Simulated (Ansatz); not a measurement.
# GaSb3 (Fm-3m) in Ansatz: a series of runs

The runs below take GaSb3 through band structure, single point, equation of state, with PBE.

All numbers are computed with Ansatz 0.2.0; they aren't measurements. Logs are shortened: lines on timing, memory, paths and dates and some standing lists are left out, and cuts for length are marked.

### 1 Starting point

It takes space group Fm-3m (No. 225, cubic). Conventional cell: a = 7.461 Å, b = 7.461 Å, c = 7.461 Å, α = 90.00°, β = 90.00°, γ = 90.00°. Sb (site symmetry m-3m) has 8 Sb at 3.23 Å as nearest neighbours. Around Sb (site symmetry -43m) lie 4 Sb at 3.23 Å and 4 Ga at 3.23 Å. Around Ga (site symmetry m-3m) lie 8 Sb at 3.23 Å.

The cell comes from a database or a generator and needn't be the stable form of this composition.

### 2 Band structure, PBE

Contents of input.yaml:

```yaml
crystal:
  lattice:
    - [0.0, 3.730595, 3.730595]
    - [3.730595, 0.0, 3.730595]
    - [3.730595, 3.730595, 0.0]
  atoms:
    - { symbol: Sb, position: [0.5, 0.5, 0.5] }
    - { symbol: Sb, position: [0.75, 0.75, 0.75] }
    - { symbol: Sb, position: [0.25, 0.25, 0.25] }
    - { symbol: Ga, position: [0.0, 0.0, 0.0] }
hamiltonian:
  xc: pbe
  pseudopotentials: { kind: paw }
kpoints:
  mp_grid: { grid: [6, 6, 6] }
  band_path:
    path:
      - [[0.0, 0.0, 0.0], [0.5, 0.0, 0.5], [0.5, 0.25, 0.75], [0.375, 0.375, 0.75], [0.0, 0.0, 0.0], [0.5, 0.5, 0.5], [0.625, 0.25, 0.625], [0.5, 0.25, 0.75], [0.5, 0.5, 0.5], [0.375, 0.375, 0.75]]
      - [[0.625, 0.25, 0.625], [0.5, 0.0, 0.5]]
    npoints: 14
scf:
  occupations: { method: fermi_dirac, width: 0.05 }
  n_extra_bands: 10
output:
  forces: true
  stress: true
  eigenvalues: true
  fatbands: false
```

Potentials or basis: Ansatz PAW.

Run with:

```console
$ ansatz run input.yaml --threads 2 --pin off --max-ram 5632MiB --backend cpu --events-out ev --progress --plain --runs-dir out
```

The log of the run:

```text
Warning: RAYON_NUM_THREADS=2 ignored (pool sized by the plan → 2); use --threads N
scf.n_extra_bands = 10 over 29 filled bands (N_el = 58.0): the run solves 39 bands
Engine: ansatz 0.2.0, aarch64-unknown-linux-gnu
Pseudopotentials: kind: paw
Pseudopotential: Sb, paw, valence charge 15, recommended cutoff 420 eV (normal), Sb.paw.azcp
Pseudopotential: Ga, paw, valence charge 13, recommended cutoff 420 eV (normal), Ga.paw.azcp
Functional definition: PBE
  parameter kappa = 0.804
  parameter beta = 0.06672455060314922
  exchange = pbe_x(kappa = kappa, mu = beta*pi^2/3)
  correlation = pbe_c(beta = beta)
Crystal: 4 atoms, lattice volume = 103.840 Å³
Basis set: ecut = 420 eV, 2085 PW (Γ), exchange–correlation on 72×72×72 points (8 copies of the dense FFT grid, shifted against one another)
Bands: 39, of which v1, the nominal top of the filled ones, is band 29 counted from 1 (28 counted from 0)
Symmetry: 48 space group operations
Space group: Fm-3m (ITA 225), of the structure as read, at distance tolerance 4.7e-5 Å
k-points: 16 of 216
Non-local potential: Sb, projectors of the file, l = 0: 2, l = 1: 2, l = 2: 2, l = 3: 2
Non-local potential: Ga, projectors of the file, l = 0: 2, l = 1: 2, l = 2: 3, l = 3: 1
PAW form: soft (Blöchl's): semilocal exchange-correlation on the pseudo side does not see the compensation charge
PAW one-centre angular grid: Sb, 590 points (default); XC on 64 Gauss nodes
PAW one-centre angular grid: Ga, 590 points (default); XC on 64 Gauss nodes
Initial density: superposition of atomic densities (neutral atoms: chi_scale 0, normalization atom), corrected by the library's trained network
Initial wavefunctions: pseudopotential atomic-orbital guess
Functional: x = pbe(κ = 0.804, μ = 0.2195149727645171), c = pbe(β = 0.06672455060314922)
SCF iter   1: F=—  HF=-23235.609387 eV  |F-HF|=—  |Δ(HF+E_count)|=         —  Δρ=2.52e-3  dr2=1.45e-2  ethr=1.77e-3  ⟨swp⟩=9.2  Hψ=3045  notcnv=0  defer=6
preconditioner: auto → Kerker (q_TF=auto, 2.476 Å⁻¹)  [metal: Δε(μ)=0.071 eV  Ē_g=12.782 eV  σ=0.050 eV  W_gap=0.32  n_scr=26 (ndim 8)  ℏωp=19.3 eV  f_vac=0.000  D(μ)=4.22/eV (n_scr^D=26)]
SCF iter   2: F=—  HF=-23235.604609 eV  |F-HF|=—  |Δ(HF+E_count)|=   4.78e-3  Δρ=1.42e-3  dr2=4.39e-3  ethr=2.50e-5  ⟨swp⟩=2.4  Hψ=1184  notcnv=0  defer=23
SCF iter   3: F=—  HF=-23235.603491 eV  |F-HF|=—  |Δ(HF+E_count)|=   1.12e-3  Δρ=4.84e-4  dr2=4.29e-4  ethr=7.57e-6  ⟨swp⟩=2.8  Hψ=1064  notcnv=0  defer=23
SCF iter   4: F=—  HF=-23235.603330 eV  |F-HF|=—  |Δ(HF+E_count)|=   1.61e-4  Δρ=1.88e-4  dr2=2.61e-5  ethr=7.39e-7  ⟨swp⟩=2.0  Hψ=817  notcnv=0  defer=23
SCF iter   5: F=—  HF=-23235.603320 eV  |F-HF|=—  |Δ(HF+E_count)|=   1.02e-5  Δρ=8.68e-5  dr2=8.79e-6  ethr=4.51e-8  ⟨swp⟩=2.1  Hψ=1046  notcnv=0  defer=23
SCF iter   6: F=—  HF=-23235.603318 eV  |F-HF|=—  |Δ(HF+E_count)|=   2.08e-6  Δρ=2.33e-5  dr2=6.68e-7  ethr=1.52e-8  ⟨swp⟩=3.0  Hψ=1194  notcnv=0  defer=23
SCF iter   7: F=-23235.603318 eV  HF=-23235.603318 eV  |F-HF|=5.15e-9  |Δ(HF+E_count)|=   1.31e-7  Δρ=4.85e-6  dr2=2.00e-8  ethr=1.72e-10  ⟨swp⟩=11.4  Hψ=3011  notcnv=0
SCF 1 converged in 7 iterations: F = -23235.603318 eV  dr2 = 2.00e-8
NSCF: frozen V_eff on 142 k-points
SCF converged after 7 iterations
Free energy (F): -23235.603318 eV
Harris-Foulkes:  -23235.603318 eV  (|F-HF|=5.15e-9)
Internal energy: -23235.567569 eV  (E = F + TS)
E sigma→0 (E₀):  -23235.585443 eV
Entropy (-TS):   -0.035749 eV (-8.937 meV/atom)
Fermi energy:    10.807028 eV
--- Per-component energies (eV) ---
  E_band       = -496.906466
  E_kinetic    = 732.721065
  E_local      = -6222.678315  (includes V_loc(G=0)·N_el)
  E_nonlocal   = 1506.470026
  E_hartree    = 2858.192616
  E_xc         = -484.143650
  E_vxc        = -345.958543  (∫ρ·V_xc dr)
  E_paw        = -15708.691773  (= ΣΔE_a)
  E_vpaw       = -1883.852591  (= ΣTr[D̂ρ^β])
  E_aug_tail   = -0.000128  (compensation charges beyond the density's cutoff)
  E_ewald      = -5917.437409
  E_smearing   = -0.035749  (= −TS)
  E_closure    = -0.000000  (closes the sum)
  Σ components = -23235.603318   (vs F -23235.603318, Δ=0.00e0)
--- Forces (eV/Å), atoms counted from 1 ---
  atom   1  Sb     0.00000000    -0.00000000     0.00000000
  atom   2  Sb     0.00000000    -0.00000000    -0.00000000
  atom   3  Sb     0.00000000     0.00000000     0.00000000
  atom   4  Ga     0.00000000    -0.00000000    -0.00000000
  max |Σ_I F_I| component: 2.54e-17 eV/Å
--- Stress (GPa, compression-positive) ---
       -0.529698      -0.000000      -0.000000
        0.000000      -0.529698      -0.000000
       -0.000000       0.000000      -0.529698
  P = ⅓ Tr σ = -0.5297 GPa (-5.297 kbar)
--- Band table (eV; the first three rows and the last of 16) ---
  k-point 0: bands = ["-18.6872", "-18.6872", "-18.6872", "-18.6816", "-18.6816", "-18.4686", "-18.4686", "-18.4647", "-18.4647", "-18.4647", "-18.4437", "-18.4437", "-18.4437", "-18.4367", "-18.4367", "-4.2000", "-4.2000", "-4.2000", "-4.1880", "-4.1880", "-1.7593", "3.0697", "4.0807", "7.5495", "8.1385", "8.1385", "8.1385", "8.2947", "8.2947", "8.2947", "9.9904", "9.9904", "9.9904", "14.1669", "14.1669", "17.3997", "17.3997", "17.3997", "22.7161"]
  k-point 1: bands = ["-18.6879", "-18.6879", "-18.6867", "-18.6810", "-18.6810", "-18.4671", "-18.4671", "-18.4630", "-18.4630", "-18.4619", "-18.4471", "-18.4446", "-18.4446", "-18.4388", "-18.4388", "-4.2011", "-4.1994", "-4.1994", "-4.1882", "-4.1882", "-1.5463", "2.7407", "3.6679", "6.7370", "7.5588", "7.5588", "7.5749", "8.7430", "8.7430", "10.1096", "10.1096", "10.1884", "11.4990", "15.0186", "15.0186", "15.7771", "16.9057", "16.9057", "21.2655"]
  k-point 2: bands = ["-18.6894", "-18.6894", "-18.6854", "-18.6797", "-18.6797", "-18.4620", "-18.4620", "-18.4597", "-18.4597", "-18.4562", "-18.4542", "-18.4472", "-18.4472", "-18.4439", "-18.4439", "-4.2038", "-4.1984", "-4.1984", "-4.1884", "-4.1884", "-0.9262", "1.6282", "3.2207", "5.8229", "7.2261", "7.2261", "8.3553", "8.3553", "8.5844", "11.3252", "11.3252", "12.5671", "12.8061", "14.5824", "15.2739", "15.2739", "17.0491", "17.0491", "20.7827"]
  k-point 15: bands = ["-18.6916", "-18.6893", "-18.6844", "-18.6792", "-18.6778", "-18.4676", "-18.4628", "-18.4614", "-18.4594", "-18.4538", "-18.4535", "-18.4483", "-18.4466", "-18.4419", "-18.4413", "-4.2052", "-4.1990", "-4.1956", "-4.1916", "-4.1879", "0.8279", "0.8640", "1.5190", "3.8186", "6.6332", "7.0592", "8.9619", "9.4917", "11.9415", "12.4337", "12.7241", "12.8281", "13.7112", "14.4031", "14.9659", "14.9868", "17.8865", "18.3033", "18.7251"]
```

Run time: 7.3 s. Hardware: 2 threads of Arm Neoverse V2, shared host; peak memory 0.52 GiB.

Results:

| Item | Value |
| --- | --- |
| Free energy | -23235.6033 eV |
| Pressure | -0.5 GPa |
| Band gap on the k mesh | none (metal or under the smearing width) |

Levels at the corners of the path, in eV from the Fermi level:
| point | band 26 | band 27 | band 28 | band 29 | band 30 | band 31 | band 32 | band 33 |
| --- | --- | --- | --- | --- | --- | --- | --- | --- |
| Γ | -2.67 | -2.67 | -2.51 | -2.51 | -2.51 | -0.82 | -0.82 | -0.82 |
| X | -5.28 | 0.49 | 0.81 | 0.94 | 0.94 | 1.76 | 1.76 | 1.92 |
| W | -3.09 | -2.63 | -2.53 | 1.31 | 1.42 | 2.04 | 2.04 | 3.17 |
| K | -3.10 | -1.54 | -1.06 | -0.01 | 0.82 | 1.34 | 2.69 | 2.96 |
| Γ | -2.67 | -2.67 | -2.51 | -2.51 | -2.51 | -0.82 | -0.82 | -0.82 |
| L | -3.65 | -2.72 | -2.72 | -0.52 | -0.16 | 1.94 | 1.94 | 2.85 |
| U | -3.10 | -1.54 | -1.06 | -0.01 | 0.82 | 1.34 | 2.69 | 2.96 |
| W | -3.09 | -2.63 | -2.53 | 1.31 | 1.42 | 2.04 | 2.04 | 3.17 |
| L | -3.65 | -2.72 | -2.72 | -0.52 | -0.16 | 1.94 | 1.94 | 2.85 |
| K | -3.10 | -1.54 | -1.06 | -0.01 | 0.82 | 1.34 | 2.69 | 2.96 |
| U | -3.10 | -1.54 | -1.06 | -0.01 | 0.82 | 1.34 | 2.69 | 2.96 |
| X | -5.28 | 0.49 | 0.81 | 0.94 | 0.94 | 1.76 | 1.76 | 1.92 |

Caveat: spin-orbit coupling is left out, which moves the levels of the heavy elements.

(Continued in part 2 of 2.)
